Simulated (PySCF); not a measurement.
# The bond of TeC, level by level

An exercise on one series of results from a longer session: the logs are not shown, and one member is left open.

Method: Te def2-SVPD with ECP28, C def2-SVPD, scalar-relativistic core potentials; program: PySCF 2.14.0.

Set-up of the first run:

Settings of the job:

```json
{
 "atoms": "Te, C",
 "charge": "0",
 "basis": "Te def2-SVPD with ECP28, C def2-SVPD",
 "Hamiltonian": "scalar-relativistic core potentials",
 "basis functions": "55",
 "electrons treated": "30",
 "masses in u": "129.9062, 12.0000",
 "levels": "PBE0, PBE, r²SCAN, r²SCANh, r²SCAN0, PBEsol, ωB97X, HF, MP2, SCS-MP2, CCSD, CCSD(T)",
 "grid": "80 radial by 434 angular points",
 "occupations": "held fixed by the projection of orbital angular momentum",
 "dissociation limit": "Te + C, each in its ground configuration",
 "starting distance in angstrom": "2.030",
 "values of 2S to try": "0, 2, 4"
}
```

Command:

```console
OMP_NUM_THREADS=1 python dia.py task.json out
```

Steps of the session up to this table: Set-up; PBE0 along the bond; Excited determinants; PBE (GGA); r²SCAN; r²SCANh; r²SCAN0 (hybrid meta-GGA); PBEsol (GGA); ωB97X (range-separated hybrid); RHF (mean field); MP2 and coupled cluster.

One table of the session follows, with a row left open; its other results are not shown here.

It belongs to the step «Constants by level of theory». 

| level | Re (Å) | ωe (cm⁻¹) | De (eV) |
| --- | --- | --- | --- |
| RHF | 1.873 | 958 | 1.33 |
| RHF-MP2 | ? | ? | ? |
| RHF-SCS-MP2 | 1.902 | 895 | 4.45 |
| RHF-CCSD | 1.902 | 882 | 3.97 |
| RHF-CCSD(T) | 1.924 | 823 | 4.44 |
| PBE | 1.916 | 843 | 5.34 |
| PBEsol | 1.908 | 855 | 5.66 |
| r²SCAN | 1.903 | 873 | 4.69 |
| r²SCANh | 1.895 | 891 | 4.48 |
| PBE0 | 1.891 | 900 | 4.64 |
| r²SCAN0 | 1.884 | 915 | 4.16 |
| ωB97X | 1.873 | 945 | 4.45 |

Estimate the missing values for RHF-MP2.

**Answer.** Re (Å): 1.903; ωe (cm⁻¹): 894; De (eV): 4.69.

De is counted to Te + C in their ground configurations.
